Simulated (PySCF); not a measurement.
# CI₃: relaxation and vibrations of the doublet

Aim: relax CI₃ as a doublet from a hand-made trigonal pyramidal geometry, check by its vibrations whether the end is a minimum, and collect its spectrum and constants.

Computed with PySCF 2.14.0. Level: B3LYP, basis C def2-SVP, I def2-SVP with ECP28, scalar-relativistic core potentials, no spin–orbit coupling, density fitting.

### 1 Where the work starts

4 atoms, charge 0, spin multiplicity 2.

Bond lengths: C1–I2 2.080 Å, C1–I3 2.080 Å, C1–I4 2.080 Å. Angles: I2–C1–I3 99.8°, I2–C1–I4 99.8°, I3–C1–I4 99.8°.

Coordinates in bohr (charge 0 multiplicity 2):
```
C     0.0000    0.0000   -1.7889
I     3.4706    0.0000    0.0564
I    -1.7353    3.0056    0.0564
I    -1.7353   -3.0056    0.0564
```

### 2 Trigonal pyramidal start, doublet: relaxation

One driver script runs all steps and calls PySCF; scf.py shows how it sets up the SCF of each step. The optimiser is the driver's own. Before each start the driver seeks the lowest SCF state from one or more starting densities and follows internal instabilities, so scf.py alone need not reach the same state.

The program finds C3v symmetry in the start, which this walk keeps.

File scf.py:

```python
from pyscf import gto, scf, dft
mol = gto.M(atom='''
C     -0.000000    -0.000000    -0.946661
I      1.836542    -0.000008     0.029838
I     -0.918264     1.590496     0.029839
I     -0.918278    -1.590488     0.029839''',
    basis={'C': 'def2-SVP', 'I': 'def2-SVP'},
    ecp={'I': 'def2-SVP'},
    charge=0, spin=1)
mf = dft.UKS(mol, xc='B3LYP')
mf.grids.atom_grid = (50, 194)
aux = {'C': 'def2-universal-JKFIT', 'I': 'def2-universal-JKFIT'}
mf = mf.density_fit(auxbasis=aux)
mf.kernel()
```

Further steps of the session: Vibrations and properties at this point.

Before running it: what results should come out? Wanted: minimum; geometry; wavenumbers; dipole moment; highest occupied, lowest empty level; polar-tensor charge of C1; zero-point energy; atomisation energy; ⟨S²⟩.

**Answer**, as computed:

| quantity | value |
| --- | --- |
| minimum | doublet, C3v |
| geometry | C–I 2.101 Å (×3); I–C–I 118.9° (×3) |
| wavenumbers (cm⁻¹) | 108 (e), 146 (a1), 194 (a1), 668 (e) |
| dipole moment | 0.32 D |
| highest occupied, lowest empty level (either spin) | -5.78, -3.01 eV |
| polar-tensor charge of C1 | +0.59 e |
| zero-point energy | 11.3 kJ/mol |
| entropy at 298.15 K | 366.3 J/(mol K) |
| atomisation energy (no zero-point energy) | 686 kJ/mol |
| ⟨S²⟩ | 0.757 |

The molecule stays C3v, as typed, and the end point is a minimum. In the infrared the band at 668 cm⁻¹ (e) leads. Most of the spin sits on C1 (Mulliken spin 0.81, against 1 for the whole molecule). Only this shape and spin were tried, so other structures or states may lie lower. Spin–orbit coupling, left out here, can matter for elements this heavy.
